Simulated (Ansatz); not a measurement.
Crystal: CsLiCr2Te2S3.

```xyz
9
Lattice="7.0568 0.0000 0.0079 0.0000 3.9806 0.0000 -2.6830 0.0000 8.6787" Properties=species:S:1:pos:R:3 pbc="T T T"
Cs   -0.4655    0.0000    3.2730
Li    3.9824    1.9903    6.8528
Cr   -1.6462    0.0000    8.2124
Cr    1.5770    1.9903    8.4373
Te    3.1779    0.0000    1.3292
Te    1.9151    0.0000    6.5041
S     4.3316    0.0000    5.9520
S    -0.4879    1.9903    7.3270
S     6.6516    1.9903    0.4725
```

The cell was built by a generator and needn't be a form met in nature.

```yaml
Program: Ansatz 0.2.0
Task: relaxation of cell and atoms
Functional: PBE
Dispersion: D3(BJ)
Potentials_or_basis: Ansatz PAW
Cutoff: "420 eV (not typed: the program's choice for these potentials)"
k_mesh: 3 × 5 × 3
Occupations: fermi-dirac, width 0.05 eV
Spin: collinear spin, ferromagnetic start
Starting_moments: "[0.0, 0.0, 3.0, 3.0, 0.0, 0.0, 0.0, 0.0, 0.0] μB"
```

At the start: volume 27.10 Å³/atom.

How do energy, volume and symmetry change on relaxing?

It ends after 9 steps and the volume is 25.22 Å³/atom (-6.9 %); space group Pm (No. 6, to 0.05 Å); moment 6.00 μB per cell.

Step by step:
```csv
step,energy change (eV),largest force (eV/Å),volume (Å³)
1,0.0000,0.0744,243.87
2,-0.0644,0.1967,232.25
3,-0.0801,0.1473,227.60
4,-0.0845,0.1234,226.95
5,-0.0862,0.0252,227.38
6,-0.0862,0.0274,227.34
7,-0.0866,0.0113,227.04
8,-0.0867,0.0063,227.01
9,-0.0850,0.0063,227.01
```

Final structure:
```
CELL_PARAMETERS angstrom
6.98130 0.00000 -0.01633
0.00000 3.90264 0.00000
-2.68369 0.00000 8.33829
ATOMIC_POSITIONS crystal
Cs 0.08546 0.00000 0.38450
Li 0.85634 0.50000 0.78501
Cr 0.12617 0.00000 0.94485
Cr 0.59580 0.50000 0.97589
Te 0.51147 0.00000 0.16389
Te 0.55237 0.00000 0.74451
S 0.86890 0.00000 0.67507
S 0.25016 0.50000 0.83712
S 0.96778 0.50000 0.05711
```

Caveat: the plane-wave basis is chosen anew once the cell has moved, so the energies of steps on either side of that aren't comparable; only a ferromagnetic start was run, and an antiferromagnetic order may lie lower in energy.
